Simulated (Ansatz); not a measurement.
# C₂H₄BF: vertical ionisation energy

The task here is to estimate one member of a computed series from the others.

Method: unrestricted cation, the program's frozen cores in correlated methods; program: Ansatz 0.2.0, Gaussian basis.

Levels to be run: UKS PBE-D4/def2-TZVPP; UKS r2SCAN-D4/def2-TZVPP; UKS PBE0-D4/def2-TZVPP; UKS B3LYP-D4/def2-TZVPP; UKS wB97X-V/def2-TZVPP; UKS wB97M-V/def2-TZVPP; UKS B2PLYP/def2-TZVPP; UHF-CCSD(T)/def2-TZVPP; UHF-MP2/def2-QZVPP; extrapolation to the limit; then −ε(HOMO) from the neutral's earlier runs with LDA (SPW92), PBE-D4, revPBE-D4, BLYP-D4, r2SCAN-D4, B97M-V, PBE0-D4, B3LYP-D4, r2SCANh-D4, r2SCAN0-D4, HSE06-D4, BHLYP-D4, CAM-B3LYP-D4, LC-ωPBE, ωB97X-V, ωB97M-V.

## Structure used throughout

An earlier PBE0-D4 in a triple-zeta def2 set relaxation fixed the geometry.

SMILES `FB1CC1`, 8 atoms, charge 0, spin multiplicity 1.

Atoms are counted from 1 here; the program's logs count them from 0.

Bond lengths: F1–B2 1.310 Å, B2–C3 1.510 Å, B2–C4 1.510 Å, C3–C4 1.585 Å, C3–H5 1.087 Å, C3–H6 1.087 Å, C4–H7 1.087 Å, C4–H8 1.087 Å. Angles: F1–B2–C3 148.4°, F1–B2–C4 148.4°, C3–B2–C4 63.3°, B2–C3–C4 58.4°, B2–C3–H5 121.2°, B2–C3–H6 121.2°, C4–C3–H5 116.3°, C4–C3–H6 116.3°, H5–C3–H6 112.5°, B2–C4–C3 58.4°, B2–C4–H7 121.2°, B2–C4–H8 121.2°, C3–C4–H7 116.3°, C3–C4–H8 116.3°, H7–C4–H8 112.5°.

The first run:

The input, in.yaml:

```yaml
crystal:
  periodic: [false, false, false]
  atoms:
    - {symbol: F, position_ang: [-2.203012, 0.490741, 0.315766]}
    - {symbol: B, position_ang: [-0.937673, 0.206290, 0.131257]}
    - {symbol: C, position_ang: [0.493240, 0.686321, 0.075813]}
    - {symbol: C, position_ang: [0.115236, -0.832251, -0.175071]}
    - {symbol: H, position_ang: [0.869326, 1.236740, -0.782178]}
    - {symbol: H, position_ang: [1.050457, 0.899797, 0.983833]}
    - {symbol: H, position_ang: [0.261481, -1.203929, -1.185535]}
    - {symbol: H, position_ang: [0.443044, -1.541011, 0.580414]}
basis:
  gaussian: {orbitals: def2-TZVPP}
total_charge: 1
magnetization: {spin_polarized: true, initial_magnetization: 1}
hamiltonian: {xc: pbe, dispersion: d4}
```

The run is started by

```sh
ansatz run in.yaml --threads 2 --pin off --events-out ev --progress --plain --max-ram 4352MiB
```

Among the steps run: Cation, UKS PBE-D4/def2-TZVPP; Cation, UKS r2SCAN-D4/def2-TZVPP; Cation, UKS PBE0-D4/def2-TZVPP; Cation, UKS B3LYP-D4/def2-TZVPP; Cation, UKS wB97X-V/def2-TZVPP; Cation, UKS wB97M-V/def2-TZVPP; Cation, UKS B2PLYP (frozen core)/def2-TZVPP; Cation, UHF-CCSD(T)/def2-TZVPP; Cation, UHF-MP2/def2-QZVPP.

One table of the session follows, with a row left open; its other results are not shown here.

It belongs to the step «Ionisation energies side by side». Orbital estimates, from the neutral's runs:

```
  functional  −ε(HOMO) (eV)
 LDA (SPW92)           6.19
      PBE-D4           6.05
   revPBE-D4           5.99
     BLYP-D4           5.97
   r2SCAN-D4           6.30
      B97M-V           6.38
     PBE0-D4           7.44
    B3LYP-D4           7.25
  r2SCANh-D4           6.82
  r2SCAN0-D4           7.60
    HSE06-D4           7.04
    BHLYP-D4           8.77
CAM-B3LYP-D4           8.91
     LC-ωPBE              ?
     ωB97X-V           9.88
     ωB97M-V           9.76
```

Q: Estimate the row for LC-ωPBE from the others.

**Answer.** −ε(HOMO) (eV): 10.26. In the column «−ε(HOMO) (eV)» it is the highest.
